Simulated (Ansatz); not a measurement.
**CH6Sn (SMILES [CH3][SnH3]): r2SCAN/def2-SVP (core potential)**

Aim: the electronic atomisation energy of CH6Sn at r2SCAN/def2-SVP (core potential), from 4 runs. 

The results are computed with Ansatz 0.2.0.

42 further runs of the same task are left out: 1 that didn't finish, 41 set aside as unsound or not needed.

## Step 1: The system as given

CH6Sn: 8 atoms, total charge 0, spin state singlet. SMILES: `[CH3][SnH3]`. The shape is that of a PBE0-D4/def2-TZVP optimisation.

Bond lengths: C1–Sn2 2.140 Å, C1–H3 1.090 Å, C1–H4 1.090 Å, C1–H5 1.090 Å, Sn2–H6 1.709 Å, Sn2–H7 1.709 Å, Sn2–H8 1.709 Å. Some angles: C1–Sn2–H6 110.1°, C1–Sn2–H7 110.1°, C1–Sn2–H8 110.1°, Sn2–C1–H3 110.0°, Sn2–C1–H4 110.0°, Sn2–C1–H5 110.0°, H6–Sn2–H7 108.8°, H6–Sn2–H8 108.8°, H7–Sn2–H8 108.8°, H3–C1–H4 109.0°.

## Step 2: The energy at r2SCAN/def2-SVP (core potential)

Contents of job.yaml:

```yaml
crystal:
  periodic: [false, false, false]
  atoms:
    - {symbol: C, position_ang: [1.094500, 0.367400, -0.110600]}
    - {symbol: Sn, position_ang: [-0.919400, -0.329100, 0.082100]}
    - {symbol: H, position_ang: [1.300500, 0.627700, -1.148800]}
    - {symbol: H, position_ang: [1.789300, -0.411200, 0.204000]}
    - {symbol: H, position_ang: [1.244600, 1.249200, 0.512300]}
    - {symbol: H, position_ang: [-2.012000, 0.886800, -0.417500]}
    - {symbol: H, position_ang: [-1.156700, -1.716400, -0.887800]}
    - {symbol: H, position_ang: [-1.248700, -0.731500, 1.710400]}
basis:
  gaussian:
    orbitals: def2-SVP
hamiltonian:
  xc: r2scan
accuracy: high
output: {orbitals: {seedname: orbitals}}
```

Launch:

```console
$ ansatz run job.yaml --threads 1 --pin off --max-ram 3480MiB --events-out events.jsonl --progress --plain --runs-dir runs
```

The program printed:

```text
Warning: RAYON_NUM_THREADS=1 ignored (pool sized by the plan → 1); use --threads N
Functional definition: r2SCAN
  name "r2SCAN"
  parameter k0 = 0.174
  parameter k1 = 0.065
  parameter a1 = 4.9479
  exchange = r2scan_x(k0 = k0, k1 = k1, a1 = a1)
  correlation = r2scan_c
1743 factors; integrals over basis functions are off by at most 3.0e-9 eV
mean field evaluation 1: about -6960.1764 eV, gradient 4.8e1 eV
mean field evaluation 2: about -6953.1679 eV, gradient 6.4e1 eV
mean field evaluation 4: about -6965.9478 eV, gradient 1.3e0 eV
mean field evaluation 8: about -6965.9461 eV, gradient 9.0e-3 eV
mean field evaluation 16: about -6965.9461 eV, gradient 4.7e-7 eV
mean field -6965.94613324 eV, -255.9937987086 hartree, gradient 6.4e-8 eV, S^2 0.000000; 0 other end points of the search recorded, 0 dependent functions left out
reference -6965.94613409 eV, -255.9937987401 hartree; 17, 17 occupied and 53, 53 virtual orbitals, 1743 factors
Total energy: -6965.94613409 eV, -255.9937987401 hartree
```

Run time: 6.9 s. Hardware: 1 thread of Arm Neoverse V2, shared host; peak memory 0.24 GiB.

## Step 3: The C atom at the same level

Contents of run.yaml:

```yaml
basis:
  gaussian:
    orbitals: def2-SVP
crystal:
  periodic: [false, false, false]
  atoms:
    - {symbol: C, position_ang: [0.000000, 0.000000, 0.000000]}
magnetization:
  spin_polarized: true
  initial_magnetization: 2
hamiltonian:
  xc: {name: r2SCAN}
accuracy: high
```

Run the same way, it converges to -37.78739 Eh (log not shown).

## Step 4: The H atom at the same level

Contents of molecule.yaml:

```yaml
crystal:
  periodic: [false, false, false]
  atoms:
    - {symbol: H, position_ang: [0.000000, 0.000000, 0.000000]}
basis:
  gaussian: {orbitals: def2-SVP}
magnetization: {spin_polarized: true, initial_magnetization: 1}
hamiltonian: {xc: r2scan}
accuracy: high
```

Run the same way, it converges to -0.49921 Eh (log not shown).

## Step 5: The Sn atom, same level

Contents of input.yaml:

```yaml
crystal:
  periodic: [false, false, false]
  atoms:
    - {symbol: Sn, position_ang: [0.000000, 0.000000, 0.000000]}
basis:
  gaussian:
    orbitals: def2-SVP
magnetization:
  spin_polarized: true
  initial_magnetization: 2
hamiltonian:
  xc: r2scan
accuracy: high
```

Run the same way, it converges to -214.32597 Eh (log not shown).

## Step 6: Summary of results

Level: r2SCAN/def2-SVP (core potential).

| quantity | value |
| --- | --- |
| molecule: total energy | -255.99380 Eh |
| molecule: HOMO energy | -7.46 eV |
| molecule: LUMO energy | 0.46 eV |
| molecule: HOMO–LUMO gap | 7.91 eV |
| C atom: total energy | -37.78739 Eh |
| C atom: ⟨S²⟩ | 2.005 |
| H atom: total energy | -0.49921 Eh |
| H atom: ⟨S²⟩ | 0.750 |
| Sn atom: total energy | -214.32597 Eh |
| Sn atom: ⟨S²⟩ | 2.004 |
| electronic atomisation energy | 24.087 eV |

In words: Taking the molecule apart into free atoms costs 24.09 eV (555 kcal/mol), before zero-point energy and without spin-orbit coupling.
